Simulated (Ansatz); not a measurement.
# Y4Pb3: the cost of one run

Computed with Ansatz 0.2.0 (DFT PBE, scalar-relativistic, plane waves, PAW, unless a step's input says otherwise).

1 further run of the same task is left out (it didn't finish).

**1. The starting structure**

The structure is cubic, space group Pm-3m (No. 221). The conventional cell has a = 5.339 Å, b = 5.339 Å, c = 5.339 Å, α = 90.00°, β = 90.00°, γ = 90.00°. Around Y (site symmetry m-3m) lie 6 Pb at 2.67 Å. Y (site symmetry 4/mmm) is surrounded by 4 Pb at 2.67 Å. Pb (site symmetry 4/mmm) has 6 Y at 2.67 Å as nearest neighbours.

As a file:

```cif
data_structure
_symmetry_space_group_name_H-M 'P 1'
_symmetry_Int_Tables_number 1
_cell_length_a 5.3388
_cell_length_b 5.3388
_cell_length_c 5.3388
_cell_angle_alpha 90.000
_cell_angle_beta 90.000
_cell_angle_gamma 90.000
_cell_volume 152.17
loop_
_atom_site_label
_atom_site_type_symbol
_atom_site_fract_x
_atom_site_fract_y
_atom_site_fract_z
_atom_site_occupancy
Y1 Y 0.50000 0.50000 0.50000 1
Y2 Y 0.50000 0.00000 0.00000 1
Y3 Y 0.00000 0.50000 0.00000 1
Y4 Y 0.00000 0.00000 0.50000 1
Pb1 Pb 0.50000 0.50000 0.00000 1
Pb2 Pb 0.00000 0.50000 0.50000 1
Pb3 Pb 0.50000 0.00000 0.50000 1
```

A structure generator made this guess: species swapped into a database cell of W3N4 (Pm-3m, No. 221), with Pb on the W sites and Y on the N sites. Lengths come from tabulated atomic sizes and are only a guess.

**2. A first look at the guess**

input.yaml reads:

```yaml
crystal:
  lattice:
    - [5.33881904, 0.0, 0.0]
    - [0.0, 5.33881904, 0.0]
    - [0.0, 0.0, 5.33881904]
  atoms:
    - { symbol: "Y", position: [0.5, 0.5, 0.5] }
    - { symbol: "Y", position: [0.5, 0.0, 0.0] }
    - { symbol: "Y", position: [0.0, 0.5, 0.0] }
    - { symbol: "Y", position: [0.0, 0.0, 0.5] }
    - { symbol: Pb, position: [0.5, 0.5, 0.0] }
    - { symbol: Pb, position: [0.0, 0.5, 0.5] }
    - { symbol: Pb, position: [0.5, 0.0, 0.5] }
basis:
  ecutwfc: 420
kpoints:
  mp_grid: { grid: [4, 4, 4] }
hamiltonian:
  xc: pbe
scf:
  occupations: { method: gaussian, width: 0.1 }
  lower_state_search: "off"
output:
  forces: true
  stress: true
  eigenvalues: true
```

Command:

```bash
$ ansatz run input.yaml --threads 1 --pin off --max-ram 2048MiB --backend cpu --events-out ev --progress --plain --runs-dir out
```

What time and memory should one allow on 1 thread of Intel Xeon 6975P-C (Granite Rapids), shared host?

About 2.8 s, with a peak of 0.44 GiB.
